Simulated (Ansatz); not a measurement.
# BiBrO: the cost of one run

Method: DFT LDA, scalar-relativistic, plane waves, PAW, in Ansatz 0.2.0.

17 further runs of the same task are left out: 17 set aside as unsound or not needed.

## (1) The structure to begin with

The structure is tetragonal, space group P4/nmm (No. 129). The conventional cell has a = 3.883 Å, b = 3.883 Å, c = 7.887 Å, α = 90.00°, β = 90.00°, γ = 90.00°. Bi (site symmetry 4mm) has 4 O at 2.30 Å and 4 Br at 3.13 Å as nearest neighbours. Around Br (site symmetry 4mm) lie 4 Bi at 3.13 Å. Around O (site symmetry -4m2) lie 4 Bi at 2.30 Å.

Coordinates:

```xyz
6
Lattice="3.8826 0.0000 0.0000 0.0000 3.8826 0.0000 0.0000 0.0000 7.8868" Properties=species:S:1:pos:R:3 pbc="T T T"
Bi    0.0000    1.9413    1.2426
Bi    1.9413    0.0000    6.6441
Br    0.0000    1.9413    5.1400
Br    1.9413    0.0000    2.7468
O     0.0000    0.0000    0.0000
O     1.9413    1.9413    0.0000
```

This cell was relaxed beforehand with the same method: volume 19.82 Å³/atom, gap on the mesh 2.04 eV.

## (2) The scan

The energy is mapped over the lattice constants a and c of the conventional cell.

The axes are (1) lattice constant a (and b): 7 values from 3.688 to 4.077 Å; (2) lattice constant c: 7 values from 7.492 to 8.281 Å.

Nothing else is relaxed (fractional coordinates fixed). Energies count from the relaxed crystal. Points are written as (first, second).

## (3) Grid point (3.753 Å, 8.281 Å)

File input.yaml:

```yaml
crystal:
  lattice:
    - [3.7532, 0.0, 0.0]
    - [0.0, 3.7532, 0.0]
    - [0.0, 0.0, 8.2811]
  atoms:
    - { symbol: Bi, position: [0.0, 0.5, 0.157557902] }
    - { symbol: Bi, position: [0.5, 0.0, 0.842442098] }
    - { symbol: Br, position: [0.0, 0.5, 0.6517216503] }
    - { symbol: Br, position: [0.5, 0.0, 0.3482783497] }
    - { symbol: O, position: [0.0, 0.0, 0.0] }
    - { symbol: O, position: [0.5, 0.5, 0.0] }
basis:
  ecutwfc: 520.0
kpoints:
  mp_grid: { grid: [8, 8, 4] }
hamiltonian:
  xc: lda
  pseudopotentials: { kind: paw }
scf:
  occupations: { method: gaussian, width: 0.05 }
output:
  forces: true
  stress: true
  eigenvalues: true
```

On the command line:

```bash
$ ansatz run input.yaml --threads 2 --pin off --max-ram 4096MiB --backend cpu --events-out ev --progress --plain --runs-dir out
```

Q: Estimate wall time and peak memory on 2 threads of Arm Neoverse N1, shared host.

About 14 s, with a peak of 0.49 GiB.
